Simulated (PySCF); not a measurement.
# BGaH6 (H2Ga(BH4)): the cost of one run

The runs use PySCF 2.14.0; levels as typed in each script, gas phase, geometry from GFN2-xTB.

## (1) The system as given

8 atoms, charge 0, spin multiplicity 1.

Bond lengths: Ga1–H2 1.812 Å, Ga1–H4 1.812 Å, Ga1–H5 1.557 Å, Ga1–H6 1.557 Å, H2–B3 1.296 Å, B3–H4 1.296 Å, B3–H7 1.178 Å, B3–H8 1.178 Å. Angles: H2–Ga1–H4 70.6°, H2–Ga1–H5 114.8°, H2–Ga1–H6 114.8°, H4–Ga1–H5 114.8°, H4–Ga1–H6 114.8°, H5–Ga1–H6 118.2°, Ga1–H2–B3 90.8°, H2–B3–H4 107.8°, H2–B3–H7 106.8°, H2–B3–H8 106.8°, H4–B3–H7 106.8°, H4–B3–H8 106.8°, H7–B3–H8 121.2°, Ga1–H4–B3 90.8°.

Coordinates:

```mol
BGaH6
  3D, bonds by distance, orders not assigned

  8  8  0  0  0  0  0  0  0  0999 V2000
    0.4334    0.0000   -0.0000 Ga  0  0
   -1.0452   -0.0002    1.0471 H   0  0
   -1.8083    0.0000    0.0001 B   0  0
   -1.0450    0.0002   -1.0473 H   0  0
    1.2336    1.3357    0.0003 H   0  0
    1.2336   -1.3358   -0.0001 H   0  0
   -2.3860    1.0263   -0.0003 H   0  0
   -2.3860   -1.0263   -0.0002 H   0  0
  1  2  8  0
  1  4  8  0
  1  5  8  0
  1  6  8  0
  2  3  8  0
  3  4  8  0
  3  7  8  0
  3  8  8  0
M  END
```

## (2) Localised orbitals (TPSS/def2-svp)

input.py reads:

```python
import numpy as np
from pyscf import gto, scf, dft, lo
from pyscf.data.elements import chemcore

def solve(mol, dm0=None, hcore=None):
    mf = (dft.UKS if mol.spin else dft.RKS)(mol, xc='tpss')
    mf.grids.level = 3
    mf = mf.density_fit(auxbasis='def2-universal-jkfit')
    mf.conv_tol, mf.max_cycle = 1e-8, 80
    if hcore is not None:
        mf.get_hcore = lambda *args: hcore
    mf.kernel(dm0)
    if not mf.converged:
        mf = mf.newton().run(mf.mo_coeff, mf.mo_occ, max_cycle=30)
    assert mf.converged, 'SCF not converged'
    return mf

mol = gto.M(atom='''
Ga     0.43344     0.00000    -0.00001
H     -1.04515    -0.00023     1.04708
B     -1.80835     0.00000     0.00013
H     -1.04497     0.00023    -1.04728
H      1.23364     1.33575     0.00030
H      1.23364    -1.33576    -0.00011
H     -2.38603     1.02626    -0.00025
H     -2.38603    -1.02626    -0.00018
''', basis='def2-svp', charge=0, spin=0, verbose=4)
mf = solve(mol)
occ_all = mf.mo_coeff[:, mf.mo_occ > 0]
occ = occ_all[:, chemcore(mol):]
pm = lo.PM(mol, occ, pop_method='meta_lowdin')
loc = pm.kernel()
for _ in range(5):
    new, stable = pm.stability_jacobi(return_status=True)
    if stable:
        break
    loc = pm.kernel(new)
fock, s = mf.get_fock(), mf.get_ovlp()
ortho = lo.orth_ao(mol, 'meta_lowdin')
labels = mol.ao_labels(fmt=None)
vir = loc[:, :0]
both = np.hstack([loc, vir])
p = (ortho.T @ s @ both) ** 2
pop = np.array([p[[l[0] == a for l in labels]].sum(0) for a in range(mol.natm)])
spd = np.array([[p[[l[0] == a and l[2][-1] == k for l in labels]].sum(0) for k in 'spd'] for a in range(mol.natm)])
eps = np.einsum('pi,pq,qi->i', both, fock, both)
for i in np.argsort(eps):
    top = np.argsort(-pop[:, i])[:3]
    print('%3d %s %9.4f Eh ' % (i + 1, 'occ' if i < loc.shape[1] else 'vir', eps[i]), '  '.join('%s%d %.3f' % (mol.atom_symbol(a), a + 1, pop[a, i]) for a in top))
np.savez('result.npz', c=both, nocc=loc.shape[1], pop=pop, spd=spd, eps=eps, e=mf.e_tot)
```

Started as:

```
OMP_NUM_THREADS=1 python input.py
```

What time and memory should one allow on 1 thread of Intel Xeon 6975P-C (Granite Rapids), shared host?

About 6.3 s, with a peak of 0.36 GiB.
